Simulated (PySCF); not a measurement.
**[Ce(NH2)2]+: other functionals and bases at one geometry**

Aim: see how levels, charges and forces of [Ce(NH2)2]+ depend on the level of theory. The structure is generated, not taken from experiment.

Computed with PySCF 2.14.0. Level: several levels, as the steps say, no spin–orbit coupling.

1 further run of the same task is left out (for a known fault of the program).

### Step 1. Where the work starts

7 atoms, charge 1, spin multiplicity 1.

Bond lengths: Ce1–N2 2.171 Å, Ce1–H3 2.871 Å, Ce1–H4 2.937 Å, Ce1–N5 2.171 Å, Ce1–H6 2.937 Å, Ce1–H7 2.871 Å, N2–H3 1.025 Å, N2–H4 1.023 Å, N5–H6 1.023 Å, N5–H7 1.025 Å. Angles: N2–Ce1–H3 17.2°, N2–Ce1–H4 15.4°, N2–Ce1–N5 106.2°, N2–Ce1–H6 121.6°, N2–Ce1–H7 89.0°, H3–Ce1–H4 32.7°, H3–Ce1–N5 89.0°, H3–Ce1–H6 104.4°, H3–Ce1–H7 71.8°, H4–Ce1–N5 121.6°, H4–Ce1–H6 137.1°, H4–Ce1–H7 104.4°, N5–Ce1–H6 15.4°, N5–Ce1–H7 17.2°, H6–Ce1–H7 32.7°, Ce1–N2–H3 123.9°, Ce1–N2–H4 130.2°, H3–N2–H4 105.9° and more.

As a file:

```xyz
7
CeH4N2
Ce    0.00000    0.76428    0.01525
N     1.73612    0.02802    1.09071
H     1.68292   -0.55248    1.93342
H     2.73345    0.15679    0.90209
N    -1.73612    0.02802    1.09071
H    -2.73345    0.15679    0.90209
H    -1.68292   -0.55248    1.93342
```

Formal oxidation states: Ce +3. Each metal's 1 4f electrons lie in its core potential, so multiplicities, spins and levels count the valence alone. An earlier session relaxed this geometry at PBE0, Ce lcecp-1-SVP with ECP47, N def2-SVP, H def2-SVP (singlet, point group C2v).

At PBE0 on the finer grid: E = -143.769910 Eh, HOMO -11.41 eV, LUMO -6.19 eV, Mulliken charge on Ce1 +1.29 e, largest force component 0.013 eV/Å. 

Levels to run: TPSSh; M06-L; PBE0, TZVP. Hardware: 2 threads of Arm Neoverse N1, shared host.

### Step 2. TPSSh

Input file run.py (the lines that set the calculation):

```python
mol = gto.M(atom='''
Ce     0.00000     0.76428     0.01525
N      1.73612     0.02802     1.09071
H      1.68292    -0.55248     1.93342
H      2.73345     0.15679     0.90209
N     -1.73612     0.02802     1.09071
H     -2.73345     0.15679     0.90209
H     -1.68292    -0.55248     1.93342''',
    basis={'Ce': 'lcecp-1-SVP', 'N': 'def2-SVP', 'H': 'def2-SVP'},
    ecp={'Ce': 'lcecp-1-SVP'},
    charge=1, spin=0)
mf = dft.RKS(mol, xc='TPSSH')
mf.grids.atom_grid = (75, 302)  # f atoms: unpruned, at least (60, 302)
mf = mf.density_fit()  # fitting sets: Ce AutoAux, N def2-universal-JKFIT, H def2-universal-JKFIT
mf.conv_tol = 1e-08; mf.max_cycle = 55
mf.kernel(dm0)  # dm0: the density of the relaxed state
```

Run with:

```
$ OMP_NUM_THREADS=2 python run.py
```

### Step 3. M06-L

Edit run.py (the lines that set the calculation) of step 2 so:

```diff
@@ -11,3 +11,3 @@
     charge=1, spin=0)
-mf = dft.RKS(mol, xc='TPSSH')
+mf = dft.RKS(mol, xc='M06L')
 mf.grids.atom_grid = (75, 302)  # f atoms: unpruned, at least (60, 302)
```

### Step 4. PBE0, TZVP

Basis: Ce lcecp-1-TZVP with ECP47, N def2-TZVP, H def2-TZVP. 

Input file run.py (the lines that set the calculation):

```python
mol = gto.M(atom='''
Ce     0.00000     0.76428     0.01525
N      1.73612     0.02802     1.09071
H      1.68292    -0.55248     1.93342
H      2.73345     0.15679     0.90209
N     -1.73612     0.02802     1.09071
H     -2.73345     0.15679     0.90209
H     -1.68292    -0.55248     1.93342''',
    basis={'Ce': 'lcecp-1-TZVP', 'N': 'def2-TZVP', 'H': 'def2-TZVP'},
    ecp={'Ce': 'lcecp-1-TZVP'},
    charge=1, spin=0)
mf = dft.RKS(mol, xc='PBE0')
mf.grids.atom_grid = (75, 302)  # f atoms: unpruned, at least (60, 302)
mf = mf.density_fit()  # fitting sets: Ce AutoAux, N def2-universal-JKFIT, H def2-universal-JKFIT
mf.conv_tol = 1e-08; mf.max_cycle = 55
mf.kernel(dm0)  # dm0: free metal ions and neutral atoms
```

Q: Predict the outcome of this session. Wanted: for each run, HOMO; gap; charge on Ce1; dipole; largest force.

As calculated:

| level | state | HOMO (eV) | gap (eV) | charge on Ce1 (e) | dipole (D) | largest force (eV/Å) | basis functions | time |
| --- | --- | --- | --- | --- | --- | --- | --- | --- |
| PBE0 (relaxed here) | singlet | -11.41 | 5.22 | 1.29 | 2.88 | 0.01 | 81 | 12 s |
| TPSSh | singlet | -10.66 | 4.25 | 1.27 | 2.82 | 0.31 | 81 | 7.7 s |
| M06-L | singlet | -10.19 | 4.20 | 1.38 | 3.01 | 0.26 | 81 | 8 s |
| PBE0, TZVP | singlet | -11.45 | 5.26 | 1.65 | 3.17 | 0.30 | 133 | 13 s |

Times are on 2 threads of Arm Neoverse N1, shared host; the first row also made further properties. The dipole of a charged species depends on the origin, so these sizes hold for this origin alone.

In one basis the HOMO–LUMO gap runs from 4.20 eV (M06-L) to 5.22 eV (PBE0). The largest leftover force, 0.31 eV/Å with TPSSh, stands at a geometry relaxed at another level. The Mulliken charge on Ce spans +1.27 to +1.65 e over the levels. With 4f in the core, its levels are missing from HOMO and gap. Total energies of different levels can't be compared. Spin–orbit coupling is left out throughout.
